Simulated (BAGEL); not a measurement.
# GeSiH5Cl (SMILES [SiH3][GeH2][Cl]), step by step

Aim: the energy (HF/def2-SVP), then a single-point energy (NEVPT2(2,2)/def2-SVP) of GeSiH5Cl. 

Program for the calculation: BAGEL 1.2.2.

1 further run of the same task is left out (set aside as unsound or not needed).

## Step 1: Starting point

The species is GeSiH5Cl (8 atoms), meant as a singlet with charge 0. SMILES: `[SiH3][GeH2][Cl]`. One bond was lengthened or shortened from a relaxed shape.

Bond lengths: Si1–Ge2 2.380 Å, Ge2–Cl3 2.169 Å, Si1–H4 1.487 Å, Si1–H5 1.484 Å, Si1–H6 1.484 Å, Ge2–H7 1.537 Å, Ge2–H8 1.768 Å. Some angles: Si1–Ge2–Cl3 106.5°, Si1–Ge2–H7 114.0°, Si1–Ge2–H8 114.0°, Cl3–Ge2–H7 106.1°, Cl3–Ge2–H8 106.1°, Ge2–Si1–H4 109.5°, Ge2–Si1–H5 108.9°, Ge2–Si1–H6 108.9°, H7–Ge2–H8 109.6°, H4–Si1–H5 109.7°.

## Step 2: A single-point energy at HF/def2-SVP (density fitting with svp-jkfit) (run 1)

Input file input.json:

```json
{ "bagel" : [

{
  "title" : "molecule",
  "basis" : "svp",
  "df_basis" : "svp-jkfit",
  "angstrom" : true,
  "geometry" : [
    { "atom" : "Si", "xyz" : [      -0.771528,       1.027122,      -0.371633 ] },
    { "atom" : "Ge", "xyz" : [       0.830372,      -0.682178,       0.049267 ] },
    { "atom" : "Cl", "xyz" : [       2.055172,       0.016122,       1.697067 ] },
    { "atom" : "H", "xyz" : [      -1.652828,       0.616022,      -1.496433 ] },
    { "atom" : "H", "xyz" : [      -0.057728,       2.278522,      -0.728033 ] },
    { "atom" : "H", "xyz" : [      -1.586428,       1.235422,       0.851067 ] },
    { "atom" : "H", "xyz" : [       1.795172,      -0.935378,      -1.120333 ] },
    { "atom" : "H", "xyz" : [       0.124600,      -2.213900,       0.579200 ] }
  ]
},

{
  "title" : "hf",
  "charge" : 0
},

{
  "title" : "print",
  "file" : "orbitals.molden",
  "orbitals" : true
}

]}
```

On the command line:

```
$ BAGEL_NUM_THREADS=1 BAGEL input.json > input.out
```

Output:

```text
* using 1 threads per process

  ===============================================================
  ===============================================================

  *** Geometry ***

  { "atom" : "Si", "xyz" : [     -1.457977,      1.940979,     -0.702285 ] },
  { "atom" : "Ge", "xyz" : [      1.569176,     -1.289130,      0.093101 ] },
  { "atom" : "Cl", "xyz" : [      3.883712,      0.030466,      3.206992 ] },
  { "atom" : "H", "xyz" : [     -3.123392,      1.164113,     -2.827849 ] },
  { "atom" : "H", "xyz" : [     -0.109090,      4.305783,     -1.375783 ] },
  { "atom" : "H", "xyz" : [     -2.997914,      2.334609,      1.608284 ] },
  { "atom" : "H", "xyz" : [      3.392383,     -1.767608,     -2.117123 ] },
  { "atom" : "H", "xyz" : [      0.235460,     -4.183665,      1.094529 ] },

  Number of auxiliary basis functions:      612

  Since a DF basis is specified, we compute 2- and 3-index integrals:
    o Being stored without compression. Storage requirement is 0.042 GB

  Number of basis functions:       93
  Number of electrons      :       68

    * METHOD: MOLECULE                             0.33

  *** RHF ***

  === Nuclear Repulsion ===
   336.6238564151

      * DIIS with orbital gradients will be used.

  === RHF iteration (svp) ===
      0      -2826.17451753          0.00702689           0.13
      1      -2826.22657160          0.00259179           0.14
      2      -2826.23274371          0.00101733           0.11
      3      -2826.23365354          0.00024050           0.12
      4      -2826.23369103          0.00004061           0.11
      5      -2826.23369359          0.00000771           0.11
      6      -2826.23369370          0.00000206           0.11
      7      -2826.23369371          0.00000057           0.11
      8      -2826.23369371          0.00000015           0.11
      9      -2826.23369371          0.00000004           0.12
     10      -2826.23369371          0.00000001           0.17
     11      -2826.23369371          0.00000000           0.11
    * SCF iteration converged.

    * Permanent dipole moment:
           (    0.551876,    -0.028831,     0.718702) a.u.

    * METHOD: HF                                   1.73

    * METHOD: PRINT                                0.01

  ===============================================================
```

It took 2.4 s on 1 thread of Intel Xeon 6975P-C (Granite Rapids), shared host; peak memory 0.18 GiB.

## Step 3: The energy at NEVPT2(2,2)/def2-SVP (density fitting with svp-jkfit) (run 2)

Input file job.json:

```json
{ "bagel" : [

{
  "title" : "molecule",
  "basis" : "svp",
  "df_basis" : "svp-jkfit",
  "angstrom" : true,
  "geometry" : [
    { "atom" : "Si", "xyz" : [   -0.771528,    1.027122,   -0.371633 ] },
    { "atom" : "Ge", "xyz" : [    0.830372,   -0.682178,    0.049267 ] },
    { "atom" : "Cl", "xyz" : [    2.055172,    0.016122,    1.697067 ] },
    { "atom" : "H", "xyz" : [   -1.652828,    0.616022,   -1.496433 ] },
    { "atom" : "H", "xyz" : [   -0.057728,    2.278522,   -0.728033 ] },
    { "atom" : "H", "xyz" : [   -1.586428,    1.235422,    0.851067 ] },
    { "atom" : "H", "xyz" : [    1.795172,   -0.935378,   -1.120333 ] },
    { "atom" : "H", "xyz" : [    0.124600,   -2.213900,    0.579200 ] }
  ]
},
{
  "title" : "hf"
},
{
  "title" : "nevpt2",
  "nstate" : 1,
  "nact" : 2,
  "nclosed" : 33,
  "active" : [31, 36],
  "maxiter" : 200,
  "natocc" : true,
  "ncore" : 19
},
{
  "title" : "print",
  "file" : "orbitals.molden",
  "orbitals" : true
}

]}
```

On the command line:

```
$ BAGEL_NUM_THREADS=1 BAGEL job.json > job.out
```

Output:

```text
* using 1 threads per process

  ===============================================================
  ===============================================================

  *** Geometry ***

  { "atom" : "Si", "xyz" : [     -1.457977,      1.940979,     -0.702285 ] },
  { "atom" : "Ge", "xyz" : [      1.569176,     -1.289130,      0.093101 ] },
  { "atom" : "Cl", "xyz" : [      3.883712,      0.030466,      3.206992 ] },
  { "atom" : "H", "xyz" : [     -3.123392,      1.164113,     -2.827849 ] },
  { "atom" : "H", "xyz" : [     -0.109090,      4.305783,     -1.375783 ] },
  { "atom" : "H", "xyz" : [     -2.997914,      2.334609,      1.608284 ] },
  { "atom" : "H", "xyz" : [      3.392383,     -1.767608,     -2.117123 ] },
  { "atom" : "H", "xyz" : [      0.235460,     -4.183665,      1.094529 ] },

  Number of auxiliary basis functions:      612

  Since a DF basis is specified, we compute 2- and 3-index integrals:
    o Being stored without compression. Storage requirement is 0.042 GB

  Number of basis functions:       93
  Number of electrons      :       68

    * METHOD: MOLECULE                             0.28

  *** RHF ***

  === Nuclear Repulsion ===
   336.6238564151

      * DIIS with orbital gradients will be used.

  === RHF iteration (svp) ===
      0      -2826.17451753          0.00702689           0.12
      1      -2826.22657160          0.00259179           0.11
      2      -2826.23274371          0.00101733           0.11
      3      -2826.23365354          0.00024050           0.11
      4      -2826.23369103          0.00004061           0.11
      5      -2826.23369359          0.00000771           0.11
      6      -2826.23369370          0.00000206           0.11
      7      -2826.23369371          0.00000057           0.11
      8      -2826.23369371          0.00000015           0.11
      9      -2826.23369371          0.00000004           0.11
     10      -2826.23369371          0.00000001           0.11
     11      -2826.23369371          0.00000000           0.11
    * SCF iteration converged.

    * Permanent dipole moment:
           (    0.551876,    -0.028831,     0.718702) a.u.

    * METHOD: HF                                   1.60

    * freezing 19 orbitals
  ---------------------------
      CASSCF calculation
  ---------------------------

    ==== Active orbitals : =====
         Orbital 31
         Orbital 36
    ============================

    * nstate   :      1
    * nclosed  :     33
    * nact     :      2
    * nvirt    :     58
  === CASSCF iteration (svp) ===

    * Using the second-order algorithm

      0  0     -2826.23394452     5.61e-05      0.03

      1  0     -2826.23679649     3.93e-04      0.67

      2  0     -2826.25064816     8.22e-04      0.50

      3  0     -2826.25211934     1.54e-04      0.58

      4  0     -2826.25216174     4.64e-05      0.55

      5  0     -2826.25216354     1.30e-05      0.67

      6  0     -2826.25216364     3.42e-06      0.60

      7  0     -2826.25216365     8.73e-07      0.65

      8  0     -2826.25216365     2.20e-07      0.64

      9  0     -2826.25216365     5.52e-08      0.65

     10  0     -2826.25216365     1.38e-08      0.54

     11  0     -2826.25216365     3.45e-09      0.48

    * Second-order optimization converged. *

     guess   0:   closed 1.                   open ..

  === FCI iteration ===

      0  0     -2826.23331812     6.80e-02      0.00
      1  0     -2826.25214534     1.68e-03      0.00
      2  0 *   -2826.25216365     1.24e-15      0.00

     * ci vector, state   0, <S^2> = 0.0000
       2.     0.9905211823
       .2    -0.1373600648

  === DF-NEVPT2 calculation ===

    * 3-index integral transformation done
    * assembly done

      NEVPT2 correlation energy:   -0.4489145061      0.15

          (+0)     -0.4130677495
          (+0)'    -0.0048412660
          (+1)     -0.0072259222
          (+1)'    -0.0000000000
          (+2)     -0.0002625664
          (-1)     -0.0160323936
          (-1)'     0.0000000000
          (-2)     -0.0074846083

      NEVPT2 total energy:       -2826.7010781533

    * METHOD: NEVPT2                               7.19

    * METHOD: PRINT                                0.01

  ===============================================================
```

It took 9.6 s on 1 thread of Intel Xeon 6975P-C (Granite Rapids), shared host; peak memory 0.18 GiB.

## Step 4: What came out

| quantity | value |
| --- | --- |
| run 1, HF/def2-SVP: total energy | -2826.23369 Eh |
| run 1, HF/def2-SVP: dipole moment | 2.30 D |
| run 1, HF/def2-SVP: HOMO energy | -10.86 eV |
| run 1, HF/def2-SVP: LUMO energy | 2.85 eV |
| run 1, HF/def2-SVP: HOMO–LUMO gap | 13.71 eV |
| run 2, NEVPT2(2,2)/def2-SVP: total energy | -2826.70108 Eh |
